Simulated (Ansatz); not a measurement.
**FHOSn: functionals against CCSD(T) at one geometry**

The task here is to estimate one member of a computed series from the others.

Method: single points in def2-TZVPP; program: Ansatz 0.2.0, Gaussian basis.

Correlated methods freeze the cores. Filled d shells of the heavier atoms are correlated. Core potentials replace the inner electrons past krypton, and spin-orbit coupling is left out. B3LYP uses VWN-RPA correlation.

## Where the work starts

SMILES `[OH][Sn][F]`, 4 atoms, charge 0, spin multiplicity 1.

Atoms are counted from 1 here; the program's logs count them from 0.

Bond lengths: O1–Sn2 2.029 Å, O1–H4 0.907 Å, Sn2–F3 2.081 Å. Angles: Sn2–O1–H4 147.0°, O1–Sn2–F3 98.3°.

Coordinates:

```csv
atom,x (Å),y (Å),z (Å)
O1,-0.8853,0.3811,-0.5413
Sn2,-0.0523,-1.2521,0.3283
F3,1.7453,-0.3915,0.9270
H4,-0.7746,1.2410,-0.8086
```

Set-up of the first run:

Contents of run/in.yaml:

```yaml
crystal:
  periodic: [false, false, false]
  atoms:
    - {symbol: O, position_ang: [-0.885300, 0.381100, -0.541300]}
    - {symbol: Sn, position_ang: [-0.052300, -1.252100, 0.328300]}
    - {symbol: F, position_ang: [1.745300, -0.391500, 0.927000]}
    - {symbol: H, position_ang: [-0.774600, 1.241000, -0.808600]}
basis:
  gaussian: {orbitals: def2-TZVPP}
correlation: {method: ccsd_t}
output: {forces: true}
```

No record of the launch command was kept for these runs.

Steps of the session up to this table: CCSD(T)/def2-TZVPP; PBE0-D4/def2-TZVPP; wB97M-V/def2-TZVPP; r2SCAN-D4/def2-TZVPP; PBE-D4/def2-TZVPP; B3LYP-D4/def2-TZVPP; r2SCANh-D4/def2-TZVPP.

One of the session's tables, all rows but one given; the rest of the session is left out.

```
    method  RMS force component (eV/Å)  angle to CCSD(T) forces (°)  dipole (D)
   CCSD(T)                       1.974                    reference        2.90
   PBE0-D4                       1.898                          1.5        2.87
   wB97M-V                       1.914                          1.4        2.89
 r2SCAN-D4                       1.899                          2.8        2.69
    PBE-D4                       1.890                         10.7        2.62
  B3LYP-D4                       1.812                          5.4        2.90
r2SCANh-D4                           ?                            ?           ?
```

Q: Estimate the row for r2SCANh-D4 from the others.

As computed: RMS force component (eV/Å): 1.905; angle to CCSD(T) forces (°): 0.8; dipole (D): 2.79. In the column «RMS force component (eV/Å)» it lies between r2SCAN-D4 (1.899) and wB97M-V (1.914).
